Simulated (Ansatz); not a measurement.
# F3H2NZr: the cost of one run

All numbers below are computed with Ansatz 0.2.0 (RKS revPBE-D4/def2-SVP).

### 1 The structure to begin with

Bond lengths: Zr1–F2 1.980 Å, Zr1–F3 1.980 Å, Zr1–F4 1.979 Å, Zr1–N5 2.208 Å, N5–H6 1.060 Å, N5–H7 1.060 Å. Angles: F2–Zr1–F3 109.4°, F2–Zr1–F4 109.5°, F2–Zr1–N5 109.5°, F3–Zr1–F4 109.5°, F3–Zr1–N5 109.5°, F4–Zr1–N5 109.5°, Zr1–N5–H6 120.0°, Zr1–N5–H7 120.0°, H6–N5–H7 120.0°.

Coordinates:

```xyz
7

Zr    0.0000    0.0000    0.0000
F     0.0000    0.0000    1.9800
F     1.8671    0.0000   -0.6593
F    -0.9326    1.6157   -0.6593
N    -1.0409   -1.8034   -0.7359
H    -1.5759   -2.4197   -0.0595
H    -1.0055   -2.0526   -1.7656
```

### 2 Preparing the start

input.yaml reads:

```yaml
crystal:
  periodic: [false, false, false]
  atoms:
    - { symbol: Zr, position_ang: [0.0, 0.0, 0.0] }
    - { symbol: F, position_ang: [0.0, 0.0, 1.98] }
    - { symbol: F, position_ang: [1.8671, 0.0, -0.6593] }
    - { symbol: F, position_ang: [-0.9326, 1.6157, -0.6593] }
    - { symbol: "N", position_ang: [-1.0409, -1.8034, -0.7359] }
    - { symbol: H, position_ang: [-1.5759, -2.4197, -0.0595] }
    - { symbol: H, position_ang: [-1.0055, -2.0526, -1.7656] }
basis:
  gaussian: { orbitals: def2-SVP }
hamiltonian:
  xc: revpbe
  dispersion: d4
relax:
  f_tol: 0.02
  max_steps: 40
```

Command:

```
$ ansatz run input.yaml --threads 2 --pin off --max-ram 3072MiB --backend cpu --events-out ev --progress --plain --runs-dir out
```

Q: Estimate wall time and peak memory on 2 threads of Arm Neoverse V2, shared host.

About 12 s, with a peak of 0.14 GiB.
